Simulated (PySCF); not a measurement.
# C₂H₅ClF₂Si: electronic excitations and core binding energies

What electronic excitations and core binding energies should C₂H₅ClF₂Si (`FC[SiH2][C@H](F)Cl`) show?

Programs: PySCF 2.14.0, with density-fitted response routines of our own. Each step states its level of theory. These are calculated values for one molecule in the gas phase, unless marked as measured. Atoms count from 0, in the outputs and in this text.

## 1. The starting structure

11 atoms, charge 0, multiplicity 1; geometry from: GFN2-xTB.

Bonds of the start (Å): F0–C1 1.38, C1–Si2 1.92, Si2–C3 1.93, C3–F4 1.36, C3–Cl5 1.79, C1–H6 1.09, C1–H7 1.09, Si2–H8 1.46, Si2–H9 1.46, C3–H10 1.09.

## 2. Ultraviolet spectrum: B3LYP/def2-SVPD

The job: settings as JSON, then the geometry in Å.

```
{"job": {"kind": "uv", "xc": "B3LYP", "basis": "def2-SVPD", "nstates": 8, "ntriplets": 3}, "charge": 0, "multiplicity": 1}
F     -1.470292    -1.203450     1.087581
C     -1.536447    -0.364826    -0.008695
Si    -0.079204     0.876529     0.076805
C      1.502329    -0.231765     0.029970
F      2.629968     0.509013     0.233981
Cl     1.610482    -0.969538    -1.595804
H     -1.509029    -1.007958    -0.892040
H     -2.511401     0.124055     0.036627
H     -0.081156     1.735692    -1.102454
H     -0.082880     1.586631     1.354891
H      1.533054    -1.051712     0.753176
```

Method: TDDFT B3LYP/def2-SVPD, vertical, gas phase, core orbitals frozen in the response.

On the command line:

```
$ OMP_NUM_THREADS=1 python probes_run.py task.json out
```

One launch serves the whole session: the jobs run in the order shown.

Log:

```text
coarse grid: 10696 points
cycle   1  E = -1028.0062949787  dE =  4.038e-01  |g| = 5.876e-01  |ddm| = 3.949e+00
cycle   2  E = -1027.9110996693  dE =  9.520e-02  |g| = 9.631e-01  |ddm| = 1.237e+00
cycle   3  E = -1028.0691620836  dE = -1.581e-01  |g| = 5.759e-02  |ddm| = 7.079e-01
cycle   4  E = -1028.0697044774  dE = -5.424e-04  |g| = 2.607e-02  |ddm| = 9.482e-02
cycle   5  E = -1028.0698645348  dE = -1.601e-04  |g| = 7.593e-03  |ddm| = 3.735e-02
cycle   6  E = -1028.0698765602  dE = -1.203e-05  |g| = 2.579e-03  |ddm| = 1.014e-02
cycle   7  E = -1028.0698780612  dE = -1.501e-06  |g| = 2.932e-04  |ddm| = 3.159e-03
final grid: 96160 points
cycle   8  E = -1028.1915586205  dE = -2.102e-05  |g| = 6.601e-03  |ddm| = 5.096e-02
cycle   9  E = -1028.1915469896  dE =  1.163e-05  |g| = 1.044e-02  |ddm| = 1.325e-02
cycle  10  E = -1028.1915669010  dE = -1.991e-05  |g| = 5.908e-04  |ddm| = 7.719e-03
cycle  11  E = -1028.1915669721  dE = -7.105e-08  |g| = 1.848e-04  |ddm| = 8.522e-04
cycle  12  E = -1028.1915669796  dE = -7.466e-09  |g| = 4.477e-05  |ddm| = 2.263e-04
cycle  13  E = -1028.1915669799  dE = -3.629e-10  |g| = 1.815e-05  |ddm| = 5.955e-05
converged SCF energy = -1028.1915669799

Static polarisability (au): isotropic 67.975, principal 60.717 68.114 75.094

Singlet excitations
state   eV       nm        f      main configurations
  1   6.6533    186.3   0.02800   H->L 0.85, H->L+1 0.09
  2   7.1108    174.4   0.00446   H->L+1 0.84, H->L 0.10
  3   7.4255    167.0   0.00806   H-1->L 0.56, H->L+2 0.31
  4   7.4835    165.7   0.00804   H->L+2 0.52, H-2->L 0.20, H-1->L 0.19
  5   7.6445    162.2   0.01526   H-2->L 0.60, H-1->L 0.18, H->L+2 0.08
  6   7.8019    158.9   0.03394   H-1->L+1 0.76
  7   7.8573    157.8   0.02155   H->L+3 0.71, H->L+4 0.18
  8   8.0954    153.2   0.04615   H->L+4 0.55, H->L+3 0.15, H-2->L+1 0.10

Triplet excitations (Tamm-Dancoff, eV): 6.0277 6.7360 6.8484
```

Run time: 44 s. Hardware: 1 thread of Arm Neoverse N1, shared host; peak memory 0.7 GiB.

The orbitals next to the gap, with their largest atomic shares:

| orbital | eV | atoms |
| --- | --- | --- |
| HOMO−3 | -9.82 | F0 23 %, Cl5 23 %, C1 13 % |
| HOMO−2 | -9.14 | Cl5 71 %, C3 7 %, F0 5 % |
| HOMO−1 | -8.88 | F0 24 %, C1 23 %, Cl5 19 % |
| HOMO | -8.18 | Cl5 47 %, C3 19 %, Si2 11 % |
| LUMO | -0.42 | Cl5 30 %, Si2 20 %, C3 18 % |
| LUMO+1 | -0.08 | Si2 23 %, Cl5 14 %, C1 13 % |
| LUMO+2 | 0.27 | Cl5 24 %, Si2 20 %, C3 14 % |

With each of the 8 states as a Gaussian band of 0.4 eV half-width at 1/e, the curve within the window shown has maxima at 186 nm (ε 1,200), 158 nm (ε 4,200) L/(mol cm). Beyond the last state computed it falls off for lack of states. The curve at chosen wavelengths:

| nm | ε (L/mol/cm) |
| --- | --- |
| 148 | 1381 |
| 150 | 2160 |
| 153 | 3348 |
| 155 | 3930 |
| 157 | 4219 |
| 159 | 4190 |
| 162 | 3658 |
| 164 | 3113 |
| 166 | 2534 |
| 169 | 1764 |
| 171 | 1381 |
| 173 | 1125 |
| 175 | 990 |
| 178 | 974 |
| 180 | 1039 |
| 182 | 1122 |
| 184 | 1186 |
| 187 | 1191 |
| 189 | 1122 |
| 191 | 1003 |
| 194 | 771 |
| 196 | 609 |
| 198 | 459 |
| 200 | 332 |
| 203 | 188 |
| 205 | 123 |

Further results of this job:

| property | computed |
| --- | --- |
| dipole moment (D) | 2.06 |
| polarisability (Å³) | 10.07 |
| HOMO–LUMO gap (eV) | 7.77 |
| −ε(HOMO) (eV) | 8.18 |

## 3. Core holes by ΔSCF: SCAN, X2C

The job, as its differences from that of step 2:

```diff
@@ -1,2 +1,2 @@
-{"job": {"kind": "uv", "xc": "B3LYP", "basis": "def2-SVPD", "nstates": 8, "ntriplets": 3}, "charge": 0, "multiplicity": 1}
+{"job": {"kind": "xps"}, "charge": 0, "multiplicity": 1}
 F     -1.470292    -1.203450     1.087581
```

Level: delta-SCF UKS SCAN, pcX-2 on the ionised atom, pcseg-1 elsewhere, spin-free X2C.

Log:

```text
ground state, core basis on atom 0 (F), 148 functions
  cycle   1  E = -1030.45180788  |g| = 6.60e-01
  cycle   2  E = -1030.30756965  |g| = 1.18e+00
  cycle   3  E = -1030.51986954  |g| = 8.95e-02
  cycle   4  E = -1030.52126488  |g| = 3.82e-02
  cycle   5  E = -1030.52165407  |g| = 1.03e-02
  cycle   6  E = -1030.52167455  |g| = 4.34e-03
  cycle   7  E = -1030.52167734  |g| = 9.91e-04
  cycle   8  E = -1030.52168301  |g| = 4.27e-04
  E(ground) = -1030.55530276 Eh
hole in F 1s of atom 0
  cycle   1  E = -1004.17180435  |g| = 2.58e+00
  cycle   2  E = -1002.54726964  |g| = 2.53e+00
  cycle   3  E = -1004.36438644  |g| = 1.05e+00
  cycle   4  E = -1005.03203666  |g| = 2.95e-01
  cycle   5  E = -1005.05277709  |g| = 1.32e-01
  cycle   6  E = -1005.05878883  |g| = 6.52e-02
  cycle   7  E = -1005.06079200  |g| = 1.00e-02
  cycle   8  E = -1005.06082213  |g| = 4.33e-03
  cycle   9  E = -1005.06083430  |g| = 1.60e-03
  cycle  10  E = -1005.06083301  |g| = 5.22e-04
  cycle  11  E = -1005.06083407  |g| = 1.44e-04
  E(ion) = -1005.10016916 Eh   <S^2> = 0.7572   hole on atom = 1.000   binding energy = 692.669 eV
ground state, core basis on atom 1 (C), 148 functions
  cycle   1  E = -1030.47893480  |g| = 7.67e-02
  cycle   2  E = -1030.47807550  |g| = 9.09e-02
  cycle   3  E = -1030.47928148  |g| = 2.39e-02
  cycle   4  E = -1030.47936686  |g| = 5.22e-03
  cycle   5  E = -1030.47937505  |g| = 6.86e-04
  cycle   6  E = -1030.47937534  |g| = 1.71e-04
  E(ground) = -1030.51075113 Eh
hole in C 1s of atom 1
  cycle   1  E = -1019.15570341  |g| = 1.50e+00
  cycle   2  E = -1016.21525171  |g| = 2.50e+00
  cycle   3  E = -1019.38601881  |g| = 8.50e-01
  cycle   4  E = -1019.63805711  |g| = 4.56e-01
  cycle   5  E = -1019.70752897  |g| = 1.50e-01
  cycle   6  E = -1019.71457636  |g| = 3.86e-02
  cycle   7  E = -1019.71536976  |g| = 8.74e-03
  cycle   8  E = -1019.71541549  |g| = 4.65e-03
  cycle   9  E = -1019.71542501  |g| = 2.72e-03
  cycle  10  E = -1019.71542874  |g| = 9.03e-04
  cycle  11  E = -1019.71542965  |g| = 2.84e-04
  E(ion) = -1019.74704975 Eh   <S^2> = 0.7721   hole on atom = 1.000   binding energy = 292.895 eV
ground state, core basis on atom 2 (Si), 159 functions
  cycle   1  E = -1030.57027884  |g| = 2.86e-01
  cycle   2  E = -1030.57034761  |g| = 3.22e-02
  cycle   3  E = -1030.57032386  |g| = 2.67e-02
  cycle   4  E = -1030.57041744  |g| = 1.01e-02
  cycle   5  E = -1030.57043339  |g| = 1.37e-03
  cycle   6  E = -1030.57043222  |g| = 1.98e-04
  E(ground) = -1030.56059856 Eh
hole in Si 1s of atom 2
  cycle   1  E = -961.62291480  |g| = 4.35e+00
  cycle   2  E = -961.59453387  |g| = 2.20e+00
  cycle   3  E = -962.24355323  |g| = 8.90e-01
  cycle   4  E = -962.63112761  |g| = 3.78e-01
  cycle   5  E = -962.67325132  |g| = 1.64e-01
  cycle   6  E = -962.68362355  |g| = 3.20e-02
  cycle   7  E = -962.68400298  |g| = 1.67e-02
  cycle   8  E = -962.68413531  |g| = 5.97e-03
  cycle   9  E = -962.68414882  |g| = 2.04e-03
  cycle  10  E = -962.68415160  |g| = 4.86e-04
  E(ion) = -962.68245601 Eh   <S^2> = 0.7525   hole on atom = 1.000   binding energy = 1847.058 eV
hole in Si 2p of atom 2
  cycle   1  E = -1026.28040996  |g| = 1.24e+00
  cycle   2  E = -1026.06295755  |g| = 1.18e+00
  cycle   3  E = -1026.54033787  |g| = 3.62e-01
  cycle   4  E = -1026.59893852  |g| = 1.37e-01
  cycle   5  E = -1026.60368307  |g| = 5.71e-02
  cycle   6  E = -1026.60522486  |g| = 1.26e-02
  cycle   7  E = -1026.60529451  |g| = 5.57e-03
  cycle   8  E = -1026.60530782  |g| = 2.37e-03
  cycle   9  E = -1026.60531053  |g| = 6.16e-04
  cycle  10  E = -1026.60531198  |g| = 3.95e-04
  E(ion) = -1026.60743350 Eh   <S^2> = 0.7532   hole on atom = 1.002   binding energy = 107.571 eV
  2p3/2 = 107.355 eV   2p1/2 = 107.978 eV
ground state, core basis on atom 3 (C), 148 functions
  cycle   1  E = -1030.48259889  |g| = 6.41e-02
  cycle   2  E = -1030.48256877  |g| = 3.58e-02
  cycle   3  E = -1030.48268592  |g| = 3.10e-02
  cycle   4  E = -1030.48285542  |g| = 6.52e-03
  cycle   5  E = -1030.48286528  |g| = 7.44e-04
  cycle   6  E = -1030.48286462  |g| = 2.08e-04
  E(ground) = -1030.51395583 Eh
hole in C 1s of atom 3
  cycle   1  E = -1019.10195124  |g| = 1.50e+00
  cycle   2  E = -1011.56373153  |g| = 3.50e+00
  cycle   3  E = -1019.04667717  |g| = 1.22e+00
  cycle   4  E = -1019.58540436  |g| = 4.75e-01
  cycle   5  E = -1019.64845283  |g| = 2.82e-01
  cycle   6  E = -1019.67122959  |g| = 1.01e-01
  cycle   7  E = -1019.67518568  |g| = 2.32e-02
  cycle   8  E = -1019.67543068  |g| = 9.07e-03
  cycle   9  E = -1019.67548343  |g| = 3.39e-03
  cycle  10  E = -1019.67549305  |g| = 1.98e-03
  cycle  11  E = -1019.67549629  |g| = 1.04e-03
  cycle  12  E = -1019.67549596  |g| = 4.11e-04
  E(ion) = -1019.70357183 Eh   <S^2> = 0.7805   hole on atom = 1.000   binding energy = 294.166 eV
ground state, core basis on atom 4 (F), 148 functions
  cycle   1  E = -1030.52136338  |g| = 1.18e-01
  cycle   2  E = -1030.52089418  |g| = 6.84e-02
  cycle   3  E = -1030.52087613  |g| = 6.99e-02
  cycle   4  E = -1030.52155681  |g| = 1.92e-03
  cycle   5  E = -1030.52155684  |g| = 7.34e-04
  cycle   6  E = -1030.52155942  |g| = 1.31e-04
  E(ground) = -1030.55516210 Eh
hole in F 1s of atom 4
  cycle   1  E = -1004.15180988  |g| = 2.58e+00
  cycle   2  E = -1002.75479717  |g| = 2.62e+00
  cycle   3  E = -1004.41449951  |g| = 1.09e+00
  cycle   4  E = -1004.98860766  |g| = 3.76e-01
  cycle   5  E = -1005.03760699  |g| = 1.46e-01
  cycle   6  E = -1005.04880538  |g| = 5.46e-02
  cycle   7  E = -1005.05029816  |g| = 1.25e-02
  cycle   8  E = -1005.05034884  |g| = 5.14e-03
  cycle   9  E = -1005.05035798  |g| = 1.78e-03
  cycle  10  E = -1005.05036067  |g| = 3.96e-04
  E(ion) = -1005.08878722 Eh   <S^2> = 0.7575   hole on atom = 1.000   binding energy = 692.975 eV
ground state, core basis on atom 5 (Cl), 159 functions
  cycle   1  E = -1030.66056944  |g| = 4.89e-01
  cycle   2  E = -1030.65934624  |g| = 1.20e-01
  cycle   3  E = -1030.65597430  |g| = 1.83e-01
  cycle   4  E = -1030.66144987  |g| = 1.15e-02
  cycle   5  E = -1030.66146657  |g| = 2.89e-03
  cycle   6  E = -1030.66146775  |g| = 8.49e-04
  cycle   7  E = -1030.66146664  |g| = 1.88e-04
  E(ground) = -1030.67882328 Eh
hole in Cl 1s of atom 5
  cycle   1  E = -925.45199848  |g| = 5.47e+00
  cycle   2  E = -924.47187139  |g| = 2.51e+00
  cycle   3  E = -918.50168846  |g| = 3.33e+00
  cycle   4  E = -926.53147190  |g| = 6.34e-01
  cycle   5  E = -926.56814573  |g| = 5.35e-01
  cycle   6  E = -926.69057471  |g| = 8.76e-02
  cycle   7  E = -926.69236595  |g| = 6.19e-02
  cycle   8  E = -926.69378538  |g| = 1.71e-02
  cycle   9  E = -926.69387234  |g| = 8.00e-03
  cycle  10  E = -926.69389278  |g| = 2.60e-03
  cycle  11  E = -926.69389630  |g| = 4.80e-04
  E(ion) = -926.71907932 Eh   <S^2> = 0.7526   hole on atom = 1.000   binding energy = 2828.889 eV
hole in Cl 2p of atom 5
  cycle   1  E = -1022.58750320  |g| = 1.71e+00
  cycle   2  E = -1021.12672002  |g| = 1.77e+00
  cycle   3  E = -1022.50133505  |g| = 1.06e+00
  cycle   4  E = -1023.01288984  |g| = 2.40e-01
  cycle   5  E = -1023.04165553  |g| = 1.43e-01
  cycle   6  E = -1023.04959542  |g| = 4.72e-02
  cycle   7  E = -1023.05032811  |g| = 2.35e-02
  cycle   8  E = -1023.05052185  |g| = 6.89e-03
  cycle   9  E = -1023.05053943  |g| = 1.23e-03
  cycle  10  E = -1023.05054081  |g| = 4.55e-04
  E(ion) = -1023.07558955 Eh   <S^2> = 0.7522   hole on atom = 1.001   binding energy = 206.895 eV
  2p3/2 = 206.295 eV   2p1/2 = 207.950 eV
```

It took 2 min on 1 thread of Arm Neoverse N1, shared host; peak memory 0.48 GiB.

Binding energies by hole, beside the orbital energy of the ground state; the difference holds orbital relaxation and, for a density functional, its self-interaction error:

| hole | stands for | environment | ΔSCF (eV; 2p as the shell's mean) | −ε (eV) | ⟨S²⟩ |
| --- | --- | --- | --- | --- | --- |
| F1s on F0 | F0 | fluorine on an sp3 carbon | 692.67 | 666.6 | 0.757 |
| C1s on C1 | C1 | sp3 CH2 bonded to F and Si | 292.90 | 275.8 | 0.772 |
| Si1s on Si2 | Si2 | silicon bonded to 2 C, 2 H | 1847.06 | 1794.0 | 0.753 |
| Si2p on Si2 | Si2 | silicon bonded to 2 C, 2 H | 107.56 | 96.8 | 0.753 |
| C1s on C3 | C3 | sp3 CH bonded to Cl and F and Si | 294.17 | 277.3 | 0.780 |
| F1s on F4 | F4 | fluorine on an sp3 carbon | 692.98 | 667.2 | 0.758 |
| Cl1s on Cl5 | Cl5 | chlorine bonded to C | 2828.89 | 2763.8 | 0.753 |
| Cl2p on Cl5 | Cl5 | chlorine bonded to C | 206.85 | 193.7 | 0.752 |

With the spin-orbit splitting: Si2 2p3/2 107.36, 2p1/2 107.98 eV; Cl5 2p3/2 206.30, 2p1/2 207.95 eV. The table gives each 2p level as the mean over the whole 2p shell (two parts 2p3/2, one part 2p1/2), which differs a little from the single hole in the log.

## 4. Summary of results

| quantity | value |
| --- | --- |
| lowest singlet (B3LYP/def2-SVPD) | 6.65 eV (186 nm), f = 0.028 |
| brightest single state of those computed | state 8, 8.10 eV, f = 0.046 |
| lowest triplet | 6.03 eV |
| F1s binding energies, SCAN/pcX-2 | F4 692.98, F0 692.67 eV |
| C1s binding energies, SCAN/pcX-2 | C3 294.17, C1 292.90 eV |
| Si1s binding energies, SCAN/pcX-2 | Si2 1847.06 eV |
| Si2p binding energies, SCAN/pcX-2 | Si2 107.56 eV |
| Cl1s binding energies, SCAN/pcX-2 | Cl5 2828.89 eV |
| Cl2p binding energies, SCAN/pcX-2 | Cl5 206.85 eV |

In words: The first singlet state (HOMO→LUMO 0.85, HOMO→LUMO+1 0.09) lies at 6.65 eV and is weak; of the 8 states computed, the strongest absorption comes from state 8 at 8.10 eV (the last computed, so partners may be missing). The lowest triplet lies 0.63 eV below the lowest singlet (triplets in Tamm-Dancoff, singlets in full TDDFT). The F1s levels kept as sound span 0.31 eV, from F0 (fluorine on an sp3 carbon) up to F4 (fluorine on an sp3 carbon). The C1s levels kept as sound span 1.27 eV, from C1 (sp3 CH2 bonded to F and Si) up to C3 (sp3 CH bonded to Cl and F and Si).
